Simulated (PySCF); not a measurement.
# MoNCl3: geometry, NMR shifts and electronic excitations

Wanted: the NMR shifts and electronic excitations of MoNCl3 (`[N]#[Mo]([Cl])([Cl])[Cl]`), by calculation.

The runs use PySCF 2.14.0, with density-fitted response routines of our own; the level of theory stands in each step. All values are computed, except where a source is named. Atoms are numbered from 0 throughout.

## (1) The starting structure

5 atoms, charge 0, multiplicity 1; geometry from: GFN2-xTB.

Bonds of the start (Å): Mo0–N1 1.71, Mo0–Cl2 2.18, Mo0–Cl3 2.18, Mo0–Cl4 2.17.

## (2) Relaxing the molecule at PBE0-D3(BJ)/def2-SVP

What the job is given:

```
{"job": {"xc": "PBE0", "basis": "def2-SVP", "d3": "d3bj", "grid": 1, "maxiter": 40, "kind": "geom"}, "charge": 0, "multiplicity": 1}
Mo    -0.001520    -0.002090     0.006370
N      0.009030    -0.012430     1.713050
Cl     2.093020     0.011210    -0.580220
Cl    -1.053650     1.818040    -0.556000
Cl    -1.046880    -1.814740    -0.583190
```

**Question.** This job is followed by: GIAO PBE0/pcSseg-1 Mo:def2-TZVP NMR shielding, non-relativistic, gas phase; TDDFT PBE0/def2-SVPD, vertical, gas phase, core orbitals frozen in the response; GIAO KT2/pcSseg-1 Mo:def2-TZVP NMR shielding, non-relativistic, gas phase. Predict these results of the whole session: point group; rotational constants (main isotopes); ¹⁵N shifts against NH3 (PBE0/def2-TZVP+pcSseg-1); ³⁵Cl shifts against HCl (PBE0/def2-TZVP+pcSseg-1, means over atoms taken as alike); lowest singlet (PBE0/def2-SVPD); brightest single state of those computed; lowest triplet; range of the shift of N1.

**Answer**, as computed:

| quantity | value |
| --- | --- |
| point group | C3v |
| rotational constants (main isotopes) | 1.62, 1.61, 1.02 GHz |
| ¹⁵N shifts against NH3 (PBE0/def2-TZVP+pcSseg-1) | 1027.5 ppm |
| ³⁵Cl shifts against HCl (PBE0/def2-TZVP+pcSseg-1, means over atoms taken as alike) | 665 ppm |
| lowest singlet (PBE0/def2-SVPD) | 3.50 eV (354 nm), f = 0.000 |
| brightest single state of those computed | state 7, 4.55 eV, f = 0.020 |
| lowest triplet | 3.31 eV |
| range of the shift of N1 | 865.0 to 1027.5 ppm |

Relaxing lowered the energy by 0.412 eV in 8 steps; the close pair that moved most is Mo0–N1, from 1.707 to 1.611 Å. At PBE0/def2-TZVP+pcSseg-1: Shielding is most anisotropic at Cl2, Cl3, Cl4 (span 1660 ppm, paramagnetic term -870 ppm). The lowest singlet, at 3.50 eV, is HOMO−1→LUMO 0.48, HOMO→LUMO+1 0.43 and is dark; of the 10 states computed, the strongest absorption comes from states 7 to 8 together at 4.55 eV. The lowest triplet lies 0.20 eV below the lowest singlet (triplets in Tamm-Dancoff, singlets in full TDDFT). Across the 2 runs the shift of N1 moves most, between 865.0 (KT2/def2-TZVP+pcSseg-1) and 1027.5 ppm (PBE0/def2-TZVP+pcSseg-1). Spin-orbit coupling is left out, which matters for shieldings and couplings at and beside the heavy atoms.
